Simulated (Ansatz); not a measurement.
# Bi2Te: structure and electronic properties

The task, for Bi2Te: relax cell and atoms, compute bands, density of states and charges and measure the bulk modulus from energies at several volumes.

Computed with Ansatz 0.2.0 (DFT PBEsol, scalar-relativistic, plane waves, PAW, unless a step's input says otherwise).

## (1) Starting point

It takes space group I-42d (No. 122, tetragonal). The conventional cell has a = 8.016 Å, b = 8.016 Å, c = 6.349 Å, α = 90.00°, β = 90.00°, γ = 90.00°. Around Bi (site symmetry 2) lie 2 Te at 3.17 Å and 4 Bi at 3.36 Å. Te (site symmetry -4) has 4 Bi at 3.17 Å as nearest neighbours.

Coordinates:

```cif
data_structure
_symmetry_space_group_name_H-M 'I-42d'
_symmetry_Int_Tables_number 122
_cell_length_a 8.0158
_cell_length_b 8.0158
_cell_length_c 6.3486
_cell_angle_alpha 90.000
_cell_angle_beta 90.000
_cell_angle_gamma 90.000
_cell_volume 407.92
loop_
_atom_site_label
_atom_site_type_symbol
_atom_site_symmetry_multiplicity
_atom_site_Wyckoff_symbol
_atom_site_fract_x
_atom_site_fract_y
_atom_site_fract_z
_atom_site_occupancy
Bi1 Bi 8 d 0.07747 0.75000 0.62500 1
Te1 Te 4 a 0.00000 0.00000 0.00000 1
```

Source of the structure: the Materials Project (structure only).

(A quick probe on a coarse mesh, which set the mesh and smearing, is not shown.)

## (3) Full relaxation

input.yaml

```yaml
crystal:
  lattice:
    - [-4.007907, 4.007907, 3.174321]
    - [4.007907, -4.007907, 3.174321]
    - [4.007907, 4.007907, -3.174321]
  atoms:
    - { symbol: Bi, position: [0.375, 0.702466, 0.827466] }
    - { symbol: Bi, position: [0.875, 0.547534, 0.172534] }
    - { symbol: Bi, position: [0.297534, 0.125, 0.672534] }
    - { symbol: Bi, position: [0.452466, 0.625, 0.327466] }
    - { symbol: Te, position: [0.0, 0.0, 0.0] }
    - { symbol: Te, position: [0.75, 0.25, 0.5] }
basis:
  ecutwfc: 420
kpoints:
  mp_grid: { grid: [8, 8, 8] }
hamiltonian:
  xc: pbesol
scf:
  occupations: { method: gaussian, width: 0.1 }
output:
  forces: true
  stress: true
  eigenvalues: true
relax:
  adjacent_minimum: "off"
  f_tol: 0.005
  max_steps: 80
  cell: { stress_tol: 0.05 }
```

On the command line:

```console
> ansatz run input.yaml --threads 1 --pin off --max-ram 2560MiB --backend cpu --events-out ev --progress --plain --runs-dir out
```

Further runs follow: electronic structure at the relaxed geometry; point at V/V0 = 0.97; volume × 1.03.

Q: Predict the outcome of this session. Wanted: relaxed cell; volume; formation energy; gap; states at the Fermi level; Bader charges.

As calculated:

| quantity | value |
| --- | --- |
| relaxed cell (conventional) | a = 8.160 Å, b = 8.160 Å, c = 6.163 Å, α = 90.00°, β = 90.00°, γ = 90.00° |
| space group (0.01 Å) | I4_1/amd (No. 141) |
| volume | 34.19 Å³/atom |
| formation energy (elements from runs with the same settings, not shown) | -0.04 eV/atom |
| gap | none (metal) |
| states at the Fermi level | 1.63 per eV per cell |
| Bader charges | Bi +0.24, Te -0.49 e |

**Reading.** The relaxed volume is 0.6 % larger than at the start. Bands cross the Fermi level: a metal at this level of theory. Of the projected weight within 0.25 eV of the Fermi level, the largest part is Bi 6p (70 %). Bader charges reach 0.5 e, so charge transfer in this metal is moderate. Spin-orbit coupling is left out, which matters for the bands of Bi, Te.
